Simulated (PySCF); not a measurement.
# C₆H₃N: runs on many settings

Aim: see how C₆H₃N (`C=C=CC#CC#N`) answers to the choice of functional, basis, grid and SCF options.

The runs use PySCF 2.14.0, with density-fitted response routines of our own; the level of theory stands in each step. All values are computed, except where a source is named. Atoms count from 0, in the outputs and in this text.

## (1) The starting structure

10 atoms, charge 0, multiplicity 1; geometry from: GFN2-xTB.

Bonds of the start (Å): C0–C1 1.29, C1–C2 1.31, C2–C3 1.40, C3–C4 1.21, C4–C5 1.36, C5–N6 1.15, C0–H7 1.08, C0–H8 1.08, C2–H9 1.08.

## (2) Nuclear shieldings: PBE0/pcSseg-1

Job settings and geometry (Å):

```
{"job": {"kind": "nmr", "xc": "PBE0", "basis": "pcSseg-1"}, "charge": 0, "multiplicity": 1}
C     -2.343092     1.009406    -0.299052
C     -1.456124     0.082389    -0.176890
C     -0.554807    -0.859572    -0.050654
C      0.821652    -0.603905    -0.109896
C      2.016835    -0.403223    -0.159965
C      3.354127    -0.177317    -0.216054
N      4.488049     0.012967    -0.263442
H     -2.749340     1.285639    -1.259447
H     -2.722068     1.550238     0.553990
H     -0.846349    -1.891968     0.106040
```

Method: GIAO PBE0/pcSseg-1 NMR shielding, non-relativistic, gas phase.

Command:

```bash
$ OMP_NUM_THREADS=1 python probes_run.py task.json out
```

This one command runs all jobs of the session in turn.

The log of the run:

```text
coarse grid: 9440 points
cycle   1  E = -284.5782303936  dE =  1.227e+00  |g| = 4.172e-01  |ddm| = 3.578e+00
cycle   2  E = -284.4537797280  dE =  1.245e-01  |g| = 8.420e-01  |ddm| = 1.350e+00
cycle   3  E = -284.6188792229  dE = -1.651e-01  |g| = 1.346e-01  |ddm| = 8.972e-01
cycle   4  E = -284.6232585999  dE = -4.379e-03  |g| = 4.091e-02  |ddm| = 1.496e-01
cycle   5  E = -284.6235706862  dE = -3.121e-04  |g| = 2.599e-02  |ddm| = 4.961e-02
cycle   6  E = -284.6237302096  dE = -1.595e-04  |g| = 6.123e-03  |ddm| = 2.050e-02
cycle   7  E = -284.6237380212  dE = -7.812e-06  |g| = 2.142e-03  |ddm| = 5.701e-03
final grid: 94360 points
cycle   8  E = -284.6667885366  dE = -1.583e-05  |g| = 5.759e-03  |ddm| = 7.512e-02
cycle   9  E = -284.6667737600  dE =  1.478e-05  |g| = 9.472e-03  |ddm| = 1.177e-02
cycle  10  E = -284.6667952259  dE = -2.147e-05  |g| = 2.495e-03  |ddm| = 7.777e-03
cycle  11  E = -284.6667969055  dE = -1.680e-06  |g| = 4.981e-04  |ddm| = 2.063e-03
cycle  12  E = -284.6667969656  dE = -6.014e-08  |g| = 1.056e-04  |ddm| = 4.527e-04
cycle  13  E = -284.6667969670  dE = -1.325e-09  |g| = 7.506e-05  |ddm| = 1.310e-04
cycle  14  E = -284.6667969683  dE = -1.300e-09  |g| = 1.845e-05  |ddm| = 6.845e-05
cycle  15  E = -284.6667969683  dE = -7.230e-11  |g| = 4.563e-06  |ddm| = 2.119e-05
converged SCF energy = -284.6667969683

GIAO shielding tensors (ppm)
atom      isotropic    diamagn.    paramagn.     s11        s22        s33       span
  0 C      103.414     261.240    -157.826     10.434    132.013    167.795    157.361
  1 C      -49.703     264.221    -313.923    -85.662    -48.937    -14.509     71.154
  2 C      109.429     261.024    -151.595     36.398    128.912    162.977    126.579
  3 C      109.191     255.466    -146.276      5.723     14.686    307.163    301.440
  4 C      109.519     245.091    -135.573     51.283     61.159    216.115    164.832
  5 C       75.253     265.830    -190.578    -32.453    -32.247    290.459    322.911
  6 N      -49.601     341.997    -391.598   -223.434   -212.562    287.193    510.627
  7 H       26.202      28.690      -2.488     24.564     24.707     29.334      4.769
  8 H       26.198      29.479      -3.281     24.563     24.708     29.324      4.761
  9 H       26.063      27.886      -1.822     22.308     26.870     29.011      6.703
```

Run time: 7.6 s. Hardware: 1 thread of Arm Neoverse V2, shared host; peak memory 0.63 GiB.

The references, computed at this level on geometries of the same kind, shield at (ppm): 1H TMS 31.72, 13C TMS 186.9, 15N NH3 267.7. Their shielding less the atom's gives the shift. The references are single molecules in the gas phase, so shifts against H2O, NH3, PH3, H3PO4 or CFCl3 are not on the usual liquid scales and can be off by tens of ppm. Atoms listed in one row are averaged.

```tsv
atoms	environment	σ (ppm)	δ (ppm)	δ scaled to CDCl3
C1	central carbon of an allene	-49.7	236.6	229.0
C5	nitrile carbon	75.3	111.7	107.1
C0	terminal carbon of a cumulated C=C=C unit	103.4	83.5	79.6
C3	alkyne carbon	109.2	77.7	74.0
C2	terminal carbon of a cumulated C=C=C unit	109.4	77.5	73.7
C4	alkyne carbon	109.5	77.4	73.6
H9	hydrogen on a terminal carbon of a cumulated C=C=C unit	26.06	5.65	5.44
H7, H8	hydrogen on a terminal carbon of a cumulated C=C=C unit	26.20	5.52	5.31
N6	nitrile nitrogen	-49.6	317.3	–
```

The scaled column applies a straight-line fit of computed shieldings to shifts measured in CDCl3 (root-mean-square error 0.16 ppm for H, 1.9 ppm for C).

Charges from the same density, by scheme (e):

```tsv
atoms	Mulliken	IAO	Hirshfeld	ESP fit
C0	-0.12	-0.34	-0.09	-0.57
C1	-0.07	0.09	0.04	0.29
C2	-0.28	-0.22	-0.05	-0.49
C3	0.20	0.05	0.01	0.39
C4	0.06	-0.09	-0.04	-0.51
C5	-0.08	0.14	0.08	0.63
N6	-0.22	-0.21	-0.19	-0.48
```

Mayer bond orders: C0–C1 2.10, C1–C2 1.80, C2–C3 1.22, C3–C4 2.05, C4–C5 1.14, C5–N6 2.88.

## (3) TDDFT and polarisability: PBE0/def2-SVPD

The job, as its differences from that of step 2:

```diff
@@ -1,2 +1,2 @@
-{"job": {"kind": "nmr", "xc": "PBE0", "basis": "pcSseg-1"}, "charge": 0, "multiplicity": 1}
+{"job": {"kind": "uv", "xc": "PBE0", "basis": "def2-SVPD", "nstates": 6, "ntriplets": 2}, "charge": 0, "multiplicity": 1}
 C     -2.343092     1.009406    -0.299052
```

With the program's defaults for keys left out, this is: TDDFT PBE0/def2-SVPD, vertical, gas phase, core orbitals frozen in the response.

The log of the run:

```text
coarse grid: 9440 points
cycle   1  E = -284.4130674913  dE =  1.173e+00  |g| = 4.015e-01  |ddm| = 2.137e+01
cycle   2  E = -284.2905801200  dE =  1.225e-01  |g| = 8.232e-01  |ddm| = 5.477e+00
cycle   3  E = -284.4517913074  dE = -1.612e-01  |g| = 1.259e-01  |ddm| = 1.441e+00
cycle   4  E = -284.4557228558  dE = -3.932e-03  |g| = 4.167e-02  |ddm| = 6.008e-01
cycle   5  E = -284.4560613623  dE = -3.385e-04  |g| = 2.622e-02  |ddm| = 1.239e-01
cycle   6  E = -284.4562278394  dE = -1.665e-04  |g| = 5.867e-03  |ddm| = 5.094e-02
cycle   7  E = -284.4562353303  dE = -7.491e-06  |g| = 2.036e-03  |ddm| = 2.107e-02
final grid: 94360 points
cycle   8  E = -284.4987145926  dE = -1.420e-05  |g| = 5.379e-03  |ddm| = 1.739e-01
cycle   9  E = -284.4987015691  dE =  1.302e-05  |g| = 8.842e-03  |ddm| = 5.043e-02
cycle  10  E = -284.4987207171  dE = -1.915e-05  |g| = 2.345e-03  |ddm| = 1.680e-02
cycle  11  E = -284.4987222432  dE = -1.526e-06  |g| = 4.719e-04  |ddm| = 6.331e-03
cycle  12  E = -284.4987222995  dE = -5.635e-08  |g| = 8.891e-05  |ddm| = 1.220e-03
cycle  13  E = -284.4987223005  dE = -9.329e-10  |g| = 6.558e-05  |ddm| = 2.826e-04
cycle  14  E = -284.4987223015  dE = -1.016e-09  |g| = 1.681e-05  |ddm| = 1.360e-04
cycle  15  E = -284.4987223015  dE = -5.969e-11  |g| = 4.475e-06  |ddm| = 1.035e-04
converged SCF energy = -284.4987223015

Static polarisability (au): isotropic 87.861, principal 44.688 59.550 159.346

Singlet excitations
state   eV       nm        f      main configurations
  1   4.5911    270.1   0.00004   H->L+1 0.82, H-1->L 0.14
  2   4.8033    258.1   0.00003   H-1->L 0.83, H->L+1 0.15
  3   4.8243    257.0   0.22264   H->L 0.71, H-1->L+1 0.23
  4   5.2340    236.9   0.00003   H-2->L 0.94
  5   5.7746    214.7   0.00000   H->L+2 0.90
  6   6.5647    188.9   0.64672   H-1->L+1 0.28, H-2->L+1 0.26, H-3->L 0.20

Triplet excitations (Tamm-Dancoff, eV): 3.1845 4.1738
```

Wall time 11 s (1 thread of Arm Neoverse V2, shared host); peak memory 0.7 GiB.

Frontier orbitals and where they lie:

```tsv
orbital	eV	atoms
HOMO−3	-10.04	C2 23 %, N6 20 %, C5 16 %
HOMO−2	-8.93	C0 40 %, C1 37 %, C2 8 %
HOMO−1	-8.54	C3 29 %, C4 26 %, N6 22 %
HOMO	-7.68	C4 21 %, C1 18 %, C3 16 %
LUMO	-2.09	C1 22 %, C3 16 %, C4 14 %
LUMO+1	-1.39	C3 20 %, N6 19 %, C4 17 %
LUMO+2	-0.39	C1 28 %, C0 28 %, C2 8 %
```

With each of the 6 states as a Gaussian band of 0.4 eV half-width at 1/e, the curve within the window shown has maxima at 257 nm (ε 9,000), 189 nm (ε 26,000) L/(mol cm). Beyond the last state computed it falls off for lack of states. The curve at chosen wavelengths:

nm, ε (L/mol/cm) and a bar:
```
      181      14920 #################
      186      24106 ############################
      191      25600 ##############################
      197      17238 ####################
      202       8923 ##########
      207       3592 ####
      212       1177 #
      217        373 
      223        335 
      228        809 #
      233       1825 ##
      238       3425 ####
      243       5407 ######
      249       7641 #########
      254       8786 ##########
      259       8967 ##########
      264       8229 ##########
      269       6872 ########
      275       4958 ######
      280       3484 ####
      285       2294 ###
      290       1426 ##
      295        843 #
      301        422 
      306        228 
      311        118
```

Ground-state properties from the same run:

```tsv
property	computed
dipole moment (D)	5.73
polarisability (Å³)	13.02
HOMO–LUMO gap (eV)	5.59
−ε(HOMO) (eV)	7.68
```

## (4) NMR shieldings: PBE0/def2-SVPD

The job, as its differences from that of step 3:

```diff
@@ -1,2 +1,2 @@
-{"job": {"kind": "uv", "xc": "PBE0", "basis": "def2-SVPD", "nstates": 6, "ntriplets": 2}, "charge": 0, "multiplicity": 1}
+{"job": {"kind": "nmr", "xc": "PBE0", "basis": "def2-SVPD", "pop": false, "scf": {"damp": 0.1}}, "charge": 0, "multiplicity": 1}
 C     -2.343092     1.009406    -0.299052
```

Method: GIAO PBE0/def2-SVPD NMR shielding, non-relativistic, gas phase.

The log of the run:

```text
damping 0.10 in the first 6 cycles
final grid: 94360 points
cycle   1  E = -284.4560015521  dE =  1.174e+00  |g| = 3.989e-01  |ddm| = 2.117e+01
cycle   2  E = -284.3732188452  dE =  8.278e-02  |g| = 7.197e-01  |ddm| = 4.899e+00
cycle   3  E = -284.0141046846  dE =  3.591e-01  |g| = 1.423e+00  |ddm| = 3.106e+00
cycle   4  E = -279.5571563512  dE =  4.457e+00  |g| = 3.091e+00  |ddm| = 5.602e+00
cycle   5  E = -222.0695974985  dE =  5.749e+01  |g| = 1.086e+01  |ddm| = 1.594e+02
cycle   6  E = -197.1367599601  dE =  2.493e+01  |g| = 1.376e+01  |ddm| = 2.923e+02
cycle   7  E = -73.7253417608  dE =  1.234e+02  |g| = 1.694e+01  |ddm| = 2.567e+02
cycle   8  E = -208.3950457171  dE = -1.347e+02  |g| = 1.018e+01  |ddm| = 3.309e+02
cycle   9  E = -242.1728888287  dE = -3.378e+01  |g| = 8.301e+00  |ddm| = 2.677e+02
cycle  10  E = -263.1421264209  dE = -2.097e+01  |g| = 6.438e+00  |ddm| = 6.956e+01
cycle  11  E = -259.7676208740  dE =  3.375e+00  |g| = 5.946e+00  |ddm| = 8.530e+01
cycle  12  E = -283.6963042116  dE = -2.393e+01  |g| = 1.638e+00  |ddm| = 5.959e+01
cycle  13  E = -283.4844063092  dE =  2.119e-01  |g| = 1.964e+00  |ddm| = 6.857e+00
cycle  14  E = -284.3620371068  dE = -8.776e-01  |g| = 7.282e-01  |ddm| = 4.314e+00
cycle  15  E = -284.4659788430  dE = -1.039e-01  |g| = 3.630e-01  |ddm| = 1.524e+00
cycle  16  E = -284.4976527762  dE = -3.167e-02  |g| = 6.223e-02  |ddm| = 7.574e-01
cycle  17  E = -284.4983404909  dE = -6.877e-04  |g| = 3.697e-02  |ddm| = 3.865e-01
cycle  18  E = -284.4987077486  dE = -3.673e-04  |g| = 7.449e-03  |ddm| = 1.234e-01
cycle  19  E = -284.4987217543  dE = -1.401e-05  |g| = 1.395e-03  |ddm| = 2.399e-02
cycle  20  E = -284.4987222249  dE = -4.706e-07  |g| = 5.165e-04  |ddm| = 5.218e-03
cycle  21  E = -284.4987222949  dE = -6.996e-08  |g| = 1.535e-04  |ddm| = 3.020e-03
cycle  22  E = -284.4987223009  dE = -6.047e-09  |g| = 4.330e-05  |ddm| = 4.323e-04
cycle  23  E = -284.4987223015  dE = -5.418e-10  |g| = 1.360e-05  |ddm| = 1.537e-04
converged SCF energy = -284.4987223015

GIAO shielding tensors (ppm)
atom      isotropic    diamagn.    paramagn.     s11        s22        s33       span
  0 C      119.521     284.508    -164.987     33.985    142.836    181.742    147.757
  1 C      -24.492     216.203    -240.695    -56.102    -22.971      5.598     61.700
  2 C      123.782     299.936    -176.154     57.836    139.793    173.717    115.882
  3 C      123.485     260.114    -136.629     27.650     36.556    306.250    278.600
  4 C      122.935     131.396      -8.461     69.751     80.044    219.010    149.259
  5 C       92.422     352.528    -260.106     -6.083     -5.746    289.096    295.179
  6 N      -18.880     293.153    -312.033   -178.195   -168.358    289.913    468.108
  7 H       26.543      34.322      -7.780     25.168     25.178     29.283      4.115
  8 H       26.539      35.194      -8.655     25.170     25.173     29.274      4.104
  9 H       26.169      32.980      -6.811     22.440     26.966     29.101      6.661
```

Run time: 14 s. Hardware: 1 thread of Arm Neoverse V2, shared host; peak memory 0.7 GiB.

Key values: δ C1 218.6, C5 101.7, C0 74.6, C4 71.2, H9 5.71, H7 5.34 ppm (means over like atoms).

## (5) Excited states and response: wB97X/def2-SVPD

The job, as its differences from that of step 4:

```diff
@@ -1,2 +1,2 @@
-{"job": {"kind": "nmr", "xc": "PBE0", "basis": "def2-SVPD", "pop": false, "scf": {"damp": 0.1}}, "charge": 0, "multiplicity": 1}
+{"job": {"kind": "uv", "xc": "wB97X", "basis": "def2-SVPD", "nstates": 25, "ntriplets": 5, "tda": true, "scf": {"level_shift": 0.3, "aux": "def2-universal-jkfit"}}, "charge": 0, "multiplicity": 1}
 C     -2.343092     1.009406    -0.299052
```

With the program's defaults for keys left out, this is: TDA wB97X/def2-SVPD, vertical, gas phase, core orbitals frozen in the response.

The log of the run:

```text
final grid: 94360 points
cycle   1  E = -284.6022410962  dE =  1.497e+00  |g| = 6.853e-01  |ddm| = 1.840e+01
cycle   2  E = -284.6940408988  dE = -9.180e-02  |g| = 5.287e-01  |ddm| = 2.389e+00
cycle   3  E = -284.7472340240  dE = -5.319e-02  |g| = 1.321e-01  |ddm| = 2.064e+00
cycle   4  E = -284.7519596592  dE = -4.726e-03  |g| = 4.372e-02  |ddm| = 7.624e-01
cycle   5  E = -284.7526437739  dE = -6.841e-04  |g| = 1.347e-02  |ddm| = 3.341e-01
cycle   6  E = -284.7527666711  dE = -1.229e-04  |g| = 6.123e-03  |ddm| = 1.162e-01
cycle   7  E = -284.7528008773  dE = -3.421e-05  |g| = 2.833e-03  |ddm| = 6.834e-02
cycle   8  E = -284.7528105005  dE = -9.623e-06  |g| = 1.404e-03  |ddm| = 3.218e-02
cycle   9  E = -284.7528127770  dE = -2.276e-06  |g| = 6.548e-04  |ddm| = 1.127e-02
cycle  10  E = -284.7528133246  dE = -5.476e-07  |g| = 3.123e-04  |ddm| = 5.032e-03
cycle  11  E = -284.7528134680  dE = -1.434e-07  |g| = 1.710e-04  |ddm| = 2.511e-03
cycle  12  E = -284.7528135115  dE = -4.346e-08  |g| = 9.262e-05  |ddm| = 1.097e-03
cycle  13  E = -284.7528135241  dE = -1.260e-08  |g| = 5.071e-05  |ddm| = 4.861e-04
cycle  14  E = -284.7528135284  dE = -4.278e-09  |g| = 2.765e-05  |ddm| = 2.147e-04
cycle  15  E = -284.7528135296  dE = -1.224e-09  |g| = 1.441e-05  |ddm| = 1.034e-04
cycle  16  E = -284.7528135299  dE = -3.056e-10  |g| = 6.867e-06  |ddm| = 5.117e-05
level shift removed, Fock matrix diagonalised once more
converged SCF energy = -284.7528135299

Static polarisability (au): isotropic 86.352, principal 45.687 60.191 153.179

Singlet excitations
state   eV       nm        f      main configurations
  1   4.8339    256.5   0.00004   H->L+1 0.80, H-1->L 0.09
  2   5.0728    244.4   0.18802   H->L 0.59, H-1->L+1 0.29
  3   5.0899    243.6   0.00003   H-1->L 0.82, H->L+1 0.10
  4   5.6570    219.2   0.00006   H-2->L 0.83, H-2->L+5 0.11
  5   6.2183    199.4   0.00001   H->L+2 0.71, H-3->L+1 0.11
  6   7.1561    173.3   1.48609   H->L 0.28, H-3->L 0.25, H-1->L+1 0.24
  7   7.4305    166.9   0.00012   H->L+3 0.77
  8   7.6526    162.0   0.00029   H-3->L+1 0.29, H-5->L 0.22, H-6->L+1 0.12
  9   7.9144    156.7   0.00053   H-5->L 0.38, H-3->L+1 0.24, H-1->L+5 0.16
 10   8.0128    154.7   0.68232   H-2->L+1 0.68, H-2->L+2 0.13
 11   8.2579    150.1   0.19679   H-5->L+1 0.18, H-1->L+2 0.18, H-3->L 0.13
 12   8.3132    149.1   0.01831   H->L+5 0.46, H-3->L 0.26
 13   8.3880    147.8   0.08610   H-1->L+3 0.29, H-1->L+4 0.15, H-2->L+3 0.14
 14   8.4584    146.6   0.05149   H-2->L+3 0.57, H-6->L 0.10
 15   8.5110    145.7   0.00862   H->L+4 0.54, H->L+6 0.13, H-6->L+1 0.09
 16   8.5630    144.8   0.02644   H-4->L 0.78, H-4->L+5 0.16
 17   8.6918    142.6   0.02358   H-4->L+1 0.73, H-4->L+2 0.10
 18   8.7601    141.5   0.00278   H-6->L+1 0.44, H-3->L+1 0.17, H-1->L+5 0.09
 19   8.7699    141.4   0.17824   H-1->L+2 0.28, H-2->L+2 0.24, H-1->L+3 0.16
 20   8.8503    140.1   0.05945   H-2->L+2 0.30, H-2->L+1 0.18, H-1->L+2 0.13
 21   8.9470    138.6   0.00001   H-1->L+5 0.53, H-5->L 0.17, H-5->L+5 0.10
 22   9.1927    134.9   0.00460   H->L+6 0.62, H->L+7 0.17
 23   9.7406    127.3   0.00051   H-2->L+5 0.43, H-3->L+2 0.29
 24   9.7912    126.6   0.22492   H-1->L+6 0.23, H-1->L+4 0.23, H-1->L+3 0.17
 25   9.8300    126.1   0.00271   H-2->L+5 0.36, H-3->L+2 0.32

Triplet excitations (Tamm-Dancoff, eV): 3.3937 4.4543 4.5133 4.8848 4.9618
```

It took 19 s on 1 thread of Arm Neoverse V2, shared host; peak memory 0.77 GiB.

This run: HOMO -9.83 eV, LUMO -0.05 eV; lowest singlet 4.83 eV.

## (6) Nuclear shieldings: PBE0/pcSseg-0

The job, as its differences from that of step 5:

```diff
@@ -1,2 +1,2 @@
-{"job": {"kind": "uv", "xc": "wB97X", "basis": "def2-SVPD", "nstates": 25, "ntriplets": 5, "tda": true, "scf": {"level_shift": 0.3, "aux": "def2-universal-jkfit"}}, "charge": 0, "multiplicity": 1}
+{"job": {"kind": "nmr", "xc": "PBE0", "basis": "pcSseg-0", "pop": false, "grid": 4}, "charge": 0, "multiplicity": 1}
 C     -2.343092     1.009406    -0.299052
```

Level: GIAO PBE0/pcSseg-0 NMR shielding, non-relativistic, gas phase.

The log of the run:

```text
coarse grid: 9440 points
cycle   1  E = -284.0679523499  dE =  1.195e+00  |g| = 3.614e-01  |ddm| = 3.999e+00
cycle   2  E = -283.9357020163  dE =  1.323e-01  |g| = 8.384e-01  |ddm| = 1.863e+00
cycle   3  E = -284.1045028858  dE = -1.688e-01  |g| = 5.956e-02  |ddm| = 1.105e+00
cycle   4  E = -284.1050428295  dE = -5.399e-04  |g| = 3.898e-02  |ddm| = 9.701e-02
cycle   5  E = -284.1053965546  dE = -3.537e-04  |g| = 1.678e-02  |ddm| = 5.694e-02
cycle   6  E = -284.1054632213  dE = -6.667e-05  |g| = 3.752e-03  |ddm| = 1.714e-02
cycle   7  E = -284.1054658262  dE = -2.605e-06  |g| = 1.777e-03  |ddm| = 5.310e-03
final grid: 246648 points
cycle   8  E = -284.0771408974  dE = -1.332e-05  |g| = 4.669e-03  |ddm| = 2.672e-02
cycle   9  E = -284.0771256051  dE =  1.529e-05  |g| = 8.902e-03  |ddm| = 1.268e-02
cycle  10  E = -284.0771460722  dE = -2.047e-05  |g| = 1.448e-03  |ddm| = 9.026e-03
cycle  11  E = -284.0771466094  dE = -5.371e-07  |g| = 3.609e-04  |ddm| = 1.600e-03
cycle  12  E = -284.0771466399  dE = -3.055e-08  |g| = 1.068e-04  |ddm| = 5.194e-04
cycle  13  E = -284.0771466414  dE = -1.511e-09  |g| = 6.750e-05  |ddm| = 1.637e-04
cycle  14  E = -284.0771466425  dE = -1.049e-09  |g| = 1.554e-05  |ddm| = 7.354e-05
cycle  15  E = -284.0771466425  dE = -5.912e-11  |g| = 2.577e-06  |ddm| = 2.242e-05
converged SCF energy = -284.0771466425

GIAO shielding tensors (ppm)
atom      isotropic    diamagn.    paramagn.     s11        s22        s33       span
  0 C      108.086     257.432    -149.346     12.648    134.259    177.351    164.703
  1 C      -45.409     281.215    -326.625    -80.857    -42.027    -13.344     67.513
  2 C      115.243     252.603    -137.360     39.485    132.119    174.126    134.642
  3 C      113.289     282.567    -169.279     10.791     22.273    306.801    296.010
  4 C      111.194     270.522    -159.328     52.300     63.053    218.231    165.931
  5 C       73.071     274.134    -201.063    -36.226    -35.868    291.306    327.532
  6 N      -57.169     316.746    -373.916   -235.960   -224.589    289.041    525.000
  7 H       27.775      28.196      -0.421     26.067     26.398     30.860      4.793
  8 H       27.772      28.813      -1.041     26.072     26.393     30.851      4.779
  9 H       27.751      24.927       2.823     23.934     28.424     30.893      6.959
```

Run time: 6 s. Hardware: 1 thread of Arm Neoverse V2, shared host; peak memory 0.52 GiB.

This run: δ C1 241.2, C5 122.8, C0 87.7, C4 84.6, H9 5.54, H7 5.52 ppm (means over like atoms).

## (7) Run by run: NMR shifts

Shifts (ppm) of some atoms, chosen among heavy atoms and hydrogens apart, means over like atoms, with basis size and wall time:

```tsv
run	C1	C5	C0	C4	H9	H7	N6	functions	time
PBE0/pcSseg-1	236.6	111.7	83.5	77.4	5.65	5.52	317.3	134	7.6 s
PBE0/def2-SVPD	218.6	101.7	74.6	71.2	5.71	5.34	288.1	164	14 s
PBE0/pcSseg-0	241.2	122.8	87.7	84.6	5.54	5.52	326.3	69	6 s
```

## (8) Side by side: electronic excitations

Excitations and ground-state properties, with basis size and wall time:

```tsv
run	lowest singlet (eV)	brightest (eV)	f	gap (eV)	α (Å³)	μ (D)	functions	time
PBE0/def2-SVPD	4.59	6.56	0.647	5.59	13.02	5.73	164	11 s
wB97X/def2-SVPD	4.83	7.16	1.486	9.78	12.80	5.73	164	19 s
```

## (9) Summary of results

| quantity | value |
| --- | --- |
| 13C shifts against TMS (PBE0/pcSseg-1) | 236.6, 111.7, 83.5, 77.7, 77.5, 77.4 ppm |
| 1H shifts against TMS (PBE0/pcSseg-1, means over atoms taken as alike) | 5.65, 5.52 ppm |
| 15N shifts against NH3 (PBE0/pcSseg-1) | 317.3 ppm |
| lowest singlet (PBE0/def2-SVPD) | 4.59 eV (270 nm), f = 0.000 |
| brightest single state of those computed | state 6, 6.56 eV, f = 0.647 |
| lowest triplet | 3.18 eV |
| range of the shift of N6 | 288.1 to 326.3 ppm |
| range of the lowest singlet | 4.59 to 4.83 eV |

What this shows: Single values in the summary come from the first sound run of each kind (PBE0/pcSseg-1; PBE0/def2-SVPD), which need not be the best level. The most deshielded carbon is C1 (central carbon of an allene), at 236.6 ppm: the central sp carbon of an allene is among the most deshielded carbons of hydrocarbons. At PBE0/pcSseg-1: The largest span, 511 ppm, is at N6, where the paramagnetic term is -392 ppm. The first singlet state (HOMO→LUMO+1 0.82, HOMO−1→LUMO 0.14) lies at 4.59 eV and is dark; of the 6 states computed, the strongest absorption comes from state 6 at 6.56 eV (the last computed, so partners may be missing). The lowest triplet lies 1.41 eV below the lowest singlet (triplets in Tamm-Dancoff, singlets in full TDDFT). In ppm, N6 moves most: its shift spreads over 38.2 ppm, from 288.1 (PBE0/def2-SVPD) to 326.3 (PBE0/pcSseg-0). The lowest singlet runs from 4.59 eV (PBE0/def2-SVPD) to 4.83 eV (wB97X/def2-SVPD), while the orbital gap spans 5.59 to 9.78 eV: the excitation energy moves far less from run to run than the orbital gap does. Some runs use the Tamm-Dancoff approximation and others full TDDFT, which shifts states apart from functional and basis. The lowest state need not be the same one in every run. The runs solved for a few states only, so the brightest column depends on that window.
